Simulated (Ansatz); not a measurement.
# GeNH₂ (quartet): wB97M-V, B2PLYP, RPA-PBE over vertical spin and charge gaps and displaced geometries, cc-pVDZ, part 2 of 2

Ansatz 0.2.0, Gaussian basis; cc-pVDZ, all electrons in the functionals, frozen cores in the correlation of double hybrids and RPA. Earlier steps stand in the parts before.

### Step 13. B2PLYP, charge 1, quintet

in.yaml

```yaml
crystal:
  periodic: [false, false, false]
  atoms:
    - {symbol: Ge, position_ang: [0.002496, 0.044611, 0.321966]}
    - {symbol: N, position_ang: [-0.074202, -0.171566, -1.595492]}
    - {symbol: H, position_ang: [0.284433, -1.318092, 1.022012]}
    - {symbol: H, position_ang: [0.566824, 0.487213, -2.053874]}
basis:
  gaussian: {orbitals: cc-pVDZ}
total_charge: 1
magnetization: {spin_polarized: true, initial_magnetization: 4}
hamiltonian: {xc: {name: B2PLYP}}
correlation: {electrons: outside_noble_gas}
```

Run with:

```bash
$ ansatz run in.yaml --threads 1 --pin off --events-out ev --progress --plain --max-ram 2393MiB
```

Output, shortened:

```text
Functional definition: B2PLYP
  name "B2PLYP"
  cite "Grimme, J. Chem. Phys. 124, 034108 (2006) doi:10.1063/1.2148954"
  cite "Becke, Phys. Rev. A 38, 3098 (1988) doi:10.1103/PhysRevA.38.3098"
  cite "Lee, Yang & Parr, Phys. Rev. B 37, 785 (1988) doi:10.1103/PhysRevB.37.785"
[...]
551 factors; integrals over basis functions are off by at most 1.1e-3 eV
[...]
mean field -58010.65890416 eV, -2131.8523936909 hartree, gradient 5.6e-6 eV, S^2 6.013213; 0 other end points of the search recorded, 0 dependent functions left out
15 core orbitals not correlated: weight in the atoms' cores, before any rotation towards them, 0.996 or more for the frozen orbitals, at most 0.004 for the correlated occupied ones
reference -58010.65901819 eV, -2131.8523978814 hartree; 7, 3 occupied and 29, 33 virtual orbitals, 551 factors
second order -5.11767073 eV of doubles, -0.00000000 eV of singles
Total energy: -58012.04078928 eV, -2131.9031770326 hartree
```

Run time: 4 s. Hardware: 1 thread of Intel Xeon at 2.50GHz, shared host.

From the report: ⟨S²⟩ of the determinant 6.013 (pure quintet: 6.00).

From charge 0, quartet: +1017.2 kJ/mol.

### Step 14. B2PLYP, displaced geometry v1

in.yaml

```yaml
crystal:
  periodic: [false, false, false]
  atoms:
    - {symbol: Ge, position_ang: [0.002724, 0.046894, 0.324612]}
    - {symbol: N, position_ang: [-0.074807, -0.185426, -1.603999]}
    - {symbol: H, position_ang: [0.331792, -1.272642, 0.970892]}
    - {symbol: H, position_ang: [0.511406, 0.469849, -2.075192]}
basis:
  gaussian: {orbitals: cc-pVDZ}
magnetization: {spin_polarized: true, initial_magnetization: 3}
hamiltonian: {xc: {name: B2PLYP}}
correlation: {electrons: outside_noble_gas}
```

Same command.

Output, shortened:

```text
Functional definition: B2PLYP
  name "B2PLYP"
  cite "Grimme, J. Chem. Phys. 124, 034108 (2006) doi:10.1063/1.2148954"
  cite "Becke, Phys. Rev. A 38, 3098 (1988) doi:10.1103/PhysRevA.38.3098"
  cite "Lee, Yang & Parr, Phys. Rev. B 37, 785 (1988) doi:10.1103/PhysRevB.37.785"
[...]
551 factors; integrals over basis functions are off by at most 9.8e-4 eV
[...]
mean field -58020.73381124 eV, -2132.2226396972 hartree, gradient 5.7e-6 eV, S^2 3.768161; 2 other end points of the search recorded, 0 dependent functions left out
15 core orbitals not correlated: weight in the atoms' cores, before any rotation towards them, 0.998 or more for the frozen orbitals, at most 0.002 for the correlated occupied ones
reference -58020.73393111 eV, -2132.2226441021 hartree; 7, 4 occupied and 29, 32 virtual orbitals, 551 factors
second order -6.64913106 eV of doubles, -0.00000000 eV of singles
Total energy: -58022.52919649 eV, -2132.2886188882 hartree
```

Wall time 4.8 s (1 thread of Intel Xeon at 2.50GHz, shared host).

From the report: ⟨S²⟩ of the determinant 3.768 (pure quartet: 3.75).

From charge 0, quartet: +5.2 kJ/mol.

### Step 15. B2PLYP, displaced geometry v2

in.yaml

```yaml
crystal:
  periodic: [false, false, false]
  atoms:
    - {symbol: Ge, position_ang: [0.029604, 0.044463, 0.319850]}
    - {symbol: N, position_ang: [-0.211968, -0.163340, -1.586014]}
    - {symbol: H, position_ang: [0.223287, -1.342290, 1.023310]}
    - {symbol: H, position_ang: [0.588787, 0.407746, -2.034362]}
basis:
  gaussian: {orbitals: cc-pVDZ}
magnetization: {spin_polarized: true, initial_magnetization: 3}
hamiltonian: {xc: {name: B2PLYP}}
correlation: {electrons: outside_noble_gas}
```

Same command.

Output, shortened:

```text
Functional definition: B2PLYP
  name "B2PLYP"
  cite "Grimme, J. Chem. Phys. 124, 034108 (2006) doi:10.1063/1.2148954"
  cite "Becke, Phys. Rev. A 38, 3098 (1988) doi:10.1103/PhysRevA.38.3098"
  cite "Lee, Yang & Parr, Phys. Rev. B 37, 785 (1988) doi:10.1103/PhysRevB.37.785"
[...]
553 factors; integrals over basis functions are off by at most 1.2e-3 eV
[...]
mean field -58020.71115098 eV, -2132.2218069478 hartree, gradient 7.3e-6 eV, S^2 3.767180; 0 other end points of the search recorded, 0 dependent functions left out
15 core orbitals not correlated: weight in the atoms' cores, before any rotation towards them, 0.997 or more for the frozen orbitals, at most 0.002 for the correlated occupied ones
reference -58020.71127254 eV, -2132.2218114154 hartree; 7, 4 occupied and 29, 32 virtual orbitals, 553 factors
second order -6.78773581 eV of doubles, -0.00000000 eV of singles
Total energy: -58022.54396121 eV, -2132.2891614817 hartree
```

Run time: 4 s. Hardware: 1 thread of Intel Xeon at 2.50GHz, shared host.

From the report: ⟨S²⟩ of the determinant 3.767 (pure quartet: 3.75).

From charge 0, quartet: +3.8 kJ/mol.

### Step 16. RPA-PBE, charge 0, quartet

in.yaml

```yaml
crystal:
  periodic: [false, false, false]
  atoms:
    - {symbol: Ge, position_ang: [0.002496, 0.044611, 0.321966]}
    - {symbol: N, position_ang: [-0.074202, -0.171566, -1.595492]}
    - {symbol: H, position_ang: [0.284433, -1.318092, 1.022012]}
    - {symbol: H, position_ang: [0.566824, 0.487213, -2.053874]}
basis:
  gaussian: {orbitals: cc-pVDZ}
magnetization: {spin_polarized: true, initial_magnetization: 3}
hamiltonian: {xc: {name: PBE}}
correlation: {method: rpa, electrons: outside_noble_gas}
```

The command is unchanged.

Output, shortened:

```text
Functional definition: PBE
  name "PBE"
  cite "Perdew, Burke & Ernzerhof, Phys. Rev. Lett. 77, 3865 (1996) doi:10.1103/PhysRevLett.77.3865"
  parent pbe
[...]
551 factors; integrals over basis functions are off by at most 1.1e-3 eV
[...]
mean field -58025.08668818 eV, -2132.3826049741 hartree, gradient 8.3e-6 eV, S^2 3.754358; 1 other end points of the search recorded, 0 dependent functions left out
15 core orbitals not correlated: weight in the atoms' cores, before any rotation towards them, 0.996 or more for the frozen orbitals, at most 0.003 for the correlated occupied ones
reference -57982.17425981 eV, -2130.8056023189 hartree; 7, 4 occupied and 29, 32 virtual orbitals, 551 factors
Total energy: -57992.33533468 eV, -2131.1790149327 hartree
```

It took 3.8 s on 1 thread of Intel Xeon at 2.50GHz, shared host.

From the report: ⟨S²⟩ of the determinant 3.754 (pure quartet: 3.75).

### Step 17. RPA-PBE, charge 0, doublet

Edit in.yaml of step 16 so:

```diff
@@ -9,3 +9,3 @@
   gaussian: {orbitals: cc-pVDZ}
-magnetization: {spin_polarized: true, initial_magnetization: 3}
+magnetization: {spin_polarized: true, initial_magnetization: 1}
 hamiltonian: {xc: {name: PBE}}
```

Launched as before.

Output, shortened:

```text
Functional definition: PBE
  name "PBE"
  cite "Perdew, Burke & Ernzerhof, Phys. Rev. Lett. 77, 3865 (1996) doi:10.1103/PhysRevLett.77.3865"
  parent pbe
[...]
551 factors; integrals over basis functions are off by at most 1.1e-3 eV
[...]
mean field -58026.99568112 eV, -2132.4527591709 hartree, gradient 1.7e-6 eV, S^2 0.769596; 2 other end points of the search recorded, 0 dependent functions left out
15 core orbitals not correlated: weight in the atoms' cores, before any rotation towards them, 0.998 or more for the frozen orbitals, at most 0.002 for the correlated occupied ones
reference -57982.38566837 eV, -2130.8133714400 hartree; 6, 5 occupied and 30, 31 virtual orbitals, 551 factors
Total energy: -57994.14815340 eV, -2131.2456347921 hartree
```

Run time: 4 s. Hardware: 1 thread of Intel Xeon at 2.50GHz, shared host.

From the report: ⟨S²⟩ of the determinant 0.770 (pure doublet: 0.75).

From charge 0, quartet: -174.9 kJ/mol.

### Step 18. RPA-PBE, charge 0, sextet

Edit in.yaml of step 17 so:

```diff
@@ -9,3 +9,3 @@
   gaussian: {orbitals: cc-pVDZ}
-magnetization: {spin_polarized: true, initial_magnetization: 1}
+magnetization: {spin_polarized: true, initial_magnetization: 5}
 hamiltonian: {xc: {name: PBE}}
```

Launched as before.

Output, shortened:

```text
Functional definition: PBE
  name "PBE"
  cite "Perdew, Burke & Ernzerhof, Phys. Rev. Lett. 77, 3865 (1996) doi:10.1103/PhysRevLett.77.3865"
  parent pbe
[...]
551 factors; integrals over basis functions are off by at most 1.1e-3 eV
[...]
mean field -58018.68450866 eV, -2132.1473292164 hartree, gradient 5.7e-6 eV, S^2 8.753765; 1 other end points of the search recorded, 0 dependent functions left out
15 core orbitals not correlated: weight in the atoms' cores, before any rotation towards them, 0.995 or more for the frozen orbitals, at most 0.005 for the correlated occupied ones
reference -57976.70061014 eV, -2130.6044494036 hartree; 8, 3 occupied and 28, 33 virtual orbitals, 551 factors
Total energy: -57985.95579628 eV, -2130.9445712207 hartree
```

Wall time 3.2 s (1 thread of Intel Xeon at 2.50GHz, shared host).

From the report: ⟨S²⟩ of the determinant 8.754 (pure sextet: 8.75).

From charge 0, quartet: +615.5 kJ/mol.

### Step 19. RPA-PBE, charge 1, triplet

Edit in.yaml of step 18 so:

```diff
@@ -9,3 +9,4 @@
   gaussian: {orbitals: cc-pVDZ}
-magnetization: {spin_polarized: true, initial_magnetization: 5}
+total_charge: 1
+magnetization: {spin_polarized: true, initial_magnetization: 2}
 hamiltonian: {xc: {name: PBE}}
```

Launched as before.

Output, shortened:

```text
Functional definition: PBE
  name "PBE"
  cite "Perdew, Burke & Ernzerhof, Phys. Rev. Lett. 77, 3865 (1996) doi:10.1103/PhysRevLett.77.3865"
  parent pbe
[...]
551 factors; integrals over basis functions are off by at most 1.1e-3 eV
[...]
mean field -58017.91123523 eV, -2132.1189119420 hartree, gradient 4.5e-6 eV, S^2 2.009015; 0 other end points of the search recorded, 0 dependent functions left out
15 core orbitals not correlated: weight in the atoms' cores, before any rotation towards them, 0.997 or more for the frozen orbitals, at most 0.002 for the correlated occupied ones
reference -57975.16906526 eV, -2130.5481661674 hartree; 6, 4 occupied and 30, 32 virtual orbitals, 551 factors
Total energy: -57985.21215887 eV, -2130.9172430501 hartree
```

Wall time 4.2 s (1 thread of Intel Xeon at 2.50GHz, shared host).

From the report: ⟨S²⟩ of the determinant 2.009 (pure triplet: 2.00).

From charge 0, quartet: +687.3 kJ/mol.

### Step 20. RPA-PBE, charge 1, quintet

Edit in.yaml of step 19 so:

```diff
@@ -10,3 +10,3 @@
 total_charge: 1
-magnetization: {spin_polarized: true, initial_magnetization: 2}
+magnetization: {spin_polarized: true, initial_magnetization: 4}
 hamiltonian: {xc: {name: PBE}}
```

Launched as before.

Output, shortened:

```text
Functional definition: PBE
  name "PBE"
  cite "Perdew, Burke & Ernzerhof, Phys. Rev. Lett. 77, 3865 (1996) doi:10.1103/PhysRevLett.77.3865"
  parent pbe
[...]
551 factors; integrals over basis functions are off by at most 1.1e-3 eV
[...]
mean field -58014.30942916 eV, -2131.9865480105 hartree, gradient 4.0e-6 eV, S^2 6.005702; 1 other end points of the search recorded, 0 dependent functions left out
15 core orbitals not correlated: weight in the atoms' cores, before any rotation towards them, 0.994 or more for the frozen orbitals, at most 0.005 for the correlated occupied ones
reference -57973.14100280 eV, -2130.4736362465 hartree; 7, 3 occupied and 29, 33 virtual orbitals, 551 factors
Total energy: -57981.76891505 eV, -2130.7907061736 hartree
```

It took 4.1 s on 1 thread of Intel Xeon at 2.50GHz, shared host.

From the report: ⟨S²⟩ of the determinant 6.006 (pure quintet: 6.00).

From charge 0, quartet: +1019.5 kJ/mol.

### Step 21. RPA-PBE, displaced geometry v1

in.yaml

```yaml
crystal:
  periodic: [false, false, false]
  atoms:
    - {symbol: Ge, position_ang: [0.002724, 0.046894, 0.324612]}
    - {symbol: N, position_ang: [-0.074807, -0.185426, -1.603999]}
    - {symbol: H, position_ang: [0.331792, -1.272642, 0.970892]}
    - {symbol: H, position_ang: [0.511406, 0.469849, -2.075192]}
basis:
  gaussian: {orbitals: cc-pVDZ}
magnetization: {spin_polarized: true, initial_magnetization: 3}
hamiltonian: {xc: {name: PBE}}
correlation: {method: rpa, electrons: outside_noble_gas}
```

Launched as before.

Output, shortened:

```text
Functional definition: PBE
  name "PBE"
  cite "Perdew, Burke & Ernzerhof, Phys. Rev. Lett. 77, 3865 (1996) doi:10.1103/PhysRevLett.77.3865"
  parent pbe
[...]
551 factors; integrals over basis functions are off by at most 9.8e-4 eV
[...]
mean field -58025.01114045 eV, -2132.3798286462 hartree, gradient 4.3e-6 eV, S^2 3.754421; 1 other end points of the search recorded, 0 dependent functions left out
15 core orbitals not correlated: weight in the atoms' cores, before any rotation towards them, 0.996 or more for the frozen orbitals, at most 0.003 for the correlated occupied ones
reference -57982.15816865 eV, -2130.8050109796 hartree; 7, 4 occupied and 29, 32 virtual orbitals, 551 factors
Total energy: -57992.26677591 eV, -2131.1764954445 hartree
```

It took 3.9 s on 1 thread of Intel Xeon at 2.50GHz, shared host.

From the report: ⟨S²⟩ of the determinant 3.754 (pure quartet: 3.75).

From charge 0, quartet: +6.6 kJ/mol.

### Step 22. RPA-PBE, displaced geometry v2

in.yaml

```yaml
crystal:
  periodic: [false, false, false]
  atoms:
    - {symbol: Ge, position_ang: [0.029604, 0.044463, 0.319850]}
    - {symbol: N, position_ang: [-0.211968, -0.163340, -1.586014]}
    - {symbol: H, position_ang: [0.223287, -1.342290, 1.023310]}
    - {symbol: H, position_ang: [0.588787, 0.407746, -2.034362]}
basis:
  gaussian: {orbitals: cc-pVDZ}
magnetization: {spin_polarized: true, initial_magnetization: 3}
hamiltonian: {xc: {name: PBE}}
correlation: {method: rpa, electrons: outside_noble_gas}
```

Launched as before.

Output, shortened:

```text
Functional definition: PBE
  name "PBE"
  cite "Perdew, Burke & Ernzerhof, Phys. Rev. Lett. 77, 3865 (1996) doi:10.1103/PhysRevLett.77.3865"
  parent pbe
[...]
553 factors; integrals over basis functions are off by at most 1.2e-3 eV
[...]
mean field -58025.07281342 eV, -2132.3820950861 hartree, gradient 3.7e-6 eV, S^2 3.754334; 0 other end points of the search recorded, 0 dependent functions left out
15 core orbitals not correlated: weight in the atoms' cores, before any rotation towards them, 0.996 or more for the frozen orbitals, at most 0.003 for the correlated occupied ones
reference -57982.07642908 eV, -2130.8020071056 hartree; 7, 4 occupied and 29, 32 virtual orbitals, 553 factors
Total energy: -57992.32241741 eV, -2131.1785402317 hartree
```

Wall time 3.3 s (1 thread of Intel Xeon at 2.50GHz, shared host).

From the report: ⟨S²⟩ of the determinant 3.754 (pure quartet: 3.75).

From charge 0, quartet: +1.2 kJ/mol.

### Step 23. The comparison

The yardstick is UCCSDT(Q), where the cluster series has nearly closed. It comes from earlier runs at the same points. Energies in kJ/mol, counted from charge 0, quartet; blanks weren't run or aren't comparable.

| level | quartet to doublet | quartet to sextet | ionisation to the triplet cation | ionisation to the quintet cation | displacement v1 | displacement v2 |
| --- | --- | --- | --- | --- | --- | --- |
| UCCSDT(Q) |  | 598.3 | 681.4 | 990.3 | 5.9 | 2.3 |
| wB97M-V | -167.5 | 630.8 | 690.8 | 1024.7 | 4.9 | 3.9 |
| B2PLYP | -166.2 | 623.1 | 686.9 | 1017.2 | 5.2 | 3.8 |
| RPA-PBE | -174.9 | 615.5 | 687.3 | 1019.5 | 6.6 | 1.2 |

Largest miss and mean time a point (UCCSDT(Q) took 68 s a point; shared hosts):

```csv
level,largest miss (kJ/mol),where,time a point
wB97M-V,+34.4,ionisation to the quintet cation,14 s
B2PLYP,+26.9,ionisation to the quintet cation,5.6 s
RPA-PBE,+29.2,ionisation to the quintet cation,3.8 s
```

### Step 24. What came out

The summary covers parts 1 to 2.

```
                                   quantity                                            value
               quartet to sextet, UCCSDT(Q)                                     598.3 kJ/mol
ionisation to the triplet cation, UCCSDT(Q)                                     681.4 kJ/mol
ionisation to the quintet cation, UCCSDT(Q)                                     990.3 kJ/mol
                 displacement v1, UCCSDT(Q)                                       5.9 kJ/mol
                 displacement v2, UCCSDT(Q)                                       2.3 kJ/mol
                      largest miss, wB97M-V  +34.4 kJ/mol (ionisation to the quintet cation)
                       largest miss, B2PLYP  +26.9 kJ/mol (ionisation to the quintet cation)
                      largest miss, RPA-PBE  +29.2 kJ/mol (ionisation to the quintet cation)
```

In words: Misses are known at 5 of 6 points at best, and only functionals with that many are ranked. Of the functionals, B2PLYP keep the smallest largest miss at the points compared (at most 26.9 kJ/mol) and wB97M-V strays most (34.4 kJ/mol, at ionisation to the quintet cation). Functionals and the yardstick converge differently with the basis, so part of each miss in cc-pVDZ is the basis.
